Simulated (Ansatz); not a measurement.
**CH₅BO₂Si: one species, many methods**

One table from this session's results is given with a row withheld; the runs are named, their logs left out.

The runs use Ansatz 0.2.0, Gaussian basis; functionals in def2-TZVPP, the program's frozen cores in correlated methods.

The runs, in order: PBE-D4, r2SCAN-D4, PBE0-D4, B3LYP-D4, ωB97X-V, ωB97M-V, B2PLYP; CCSD(T)/def2-TZVPP; MP2/def2-QZVPP; extrapolation to the limit.

## Structure used throughout

An earlier PBE0-D4 in a triple-zeta def2 set relaxation fixed the geometry.

SMILES `O=C[SiH2]BO`, 10 atoms, charge 0, spin multiplicity 1.

Atoms are counted from 1 here; the program's logs count them from 0.

Bond lengths: O1–C2 1.215 Å, C2–Si3 1.934 Å, C2–H6 1.113 Å, Si3–B4 2.040 Å, Si3–H7 1.491 Å, Si3–H8 1.491 Å, B4–O5 1.340 Å, B4–H9 1.200 Å, O5–H10 0.976 Å. Angles: O1–C2–Si3 120.4°, O1–C2–H6 117.8°, Si3–C2–H6 121.7°, C2–Si3–B4 104.9°, C2–Si3–H7 106.3°, C2–Si3–H8 106.3°, B4–Si3–H7 115.7°, B4–Si3–H8 115.7°, H7–Si3–H8 107.1°, Si3–B4–O5 118.0°, Si3–B4–H9 124.1°, O5–B4–H9 117.9°, B4–O5–H10 112.4°.

As a file:

```mol
CH5BO2Si
  3D, bonds by distance, orders not assigned

 10  9  0  0  0  0  0  0  0  0999 V2000
   -1.1542   -1.0401    1.2291 O   0  0
   -1.4663   -0.0604    0.5820 C   0  0
   -0.1739    0.8077   -0.5646 Si  0  0
    1.5375   -0.2806   -0.3444 B   0  0
    1.5113   -1.3340    0.4835 O   0  0
   -2.5110    0.3126    0.6744 H   0  0
   -0.0997    2.2270   -0.1133 H   0  0
   -0.7648    0.8128   -1.9337 H   0  0
    2.5671   -0.0371   -0.9101 H   0  0
    0.6371   -1.4590    0.9002 H   0  0
  1  2  8  0
  2  3  8  0
  3  4  8  0
  4  5  8  0
  2  6  8  0
  3  7  8  0
  3  8  8  0
  4  9  8  0
  5 10  8  0
M  END
```

The first run:

The input, in.yaml:

```yaml
crystal:
  periodic: [false, false, false]
  atoms:
    - {symbol: O, position_ang: [-1.154233, -1.040116, 1.229117]}
    - {symbol: C, position_ang: [-1.466257, -0.060416, 0.581991]}
    - {symbol: Si, position_ang: [-0.173868, 0.807654, -0.564636]}
    - {symbol: B, position_ang: [1.537482, -0.280598, -0.344405]}
    - {symbol: O, position_ang: [1.511309, -1.334024, 0.483546]}
    - {symbol: H, position_ang: [-2.511042, 0.312603, 0.674404]}
    - {symbol: H, position_ang: [-0.099658, 2.226962, -0.113326]}
    - {symbol: H, position_ang: [-0.764834, 0.812845, -1.933712]}
    - {symbol: H, position_ang: [2.567143, -0.037068, -0.910059]}
    - {symbol: H, position_ang: [0.637058, -1.459041, 0.900180]}
basis:
  gaussian: {orbitals: def2-TZVPP}
hamiltonian: {xc: pbe, dispersion: d4}
output: {forces: true, orbitals: {seedname: orbitals}}
```

On the command line:

```console
$ ansatz run in.yaml --threads 4 --pin off --events-out ev --progress --plain --max-ram 10444MiB
```

Among the steps run: PBE-D4 (GGA); r2SCAN-D4 (meta-GGA); PBE0-D4 (hybrid); B3LYP-D4 (hybrid); ωB97X-V (range-separated); ωB97M-V (range-separated); B2PLYP (double hybrid); CCSD(T) in def2-TZVPP; MP2 in def2-QZVPP.

One table of the session follows, with a row left open; its other results are not shown here.

It belongs to the step «Atomisation energies». 

| method | atomisation energy (kcal/mol) |
| --- | --- |
| PBE-D4 | 923.4 |
| r2SCAN-D4 | 905.8 |
| PBE0-D4 | 900.1 |
| B3LYP-D4 | 902.2 |
| ωB97X-V | 904.8 |
| ωB97M-V | 904.8 |
| B2PLYP | 893.0 |
| HF/def2-TZVPP | 646.1 |
| MP2/def2-TZVPP | ? |
| CCSD/def2-TZVPP | 860.5 |
| CCSD(T)/def2-TZVPP | 876.2 |
| MP2/CBS | 919.8 |
| CCSD(T)/CBS | 900.4 |

Estimate the missing values for MP2/def2-TZVPP.

**Answer.** atomisation energy (kcal/mol): 895.6. In the column «atomisation energy (kcal/mol)» it lies between B2PLYP (893.0) and PBE0-D4 (900.1).

To keep in mind: Free atoms (2 O, 1 C, 1 Si, 1 B, 5 H) were run apart at each level; the atomisation energy is their sum less the molecule, without zero-point or spin-orbit terms.
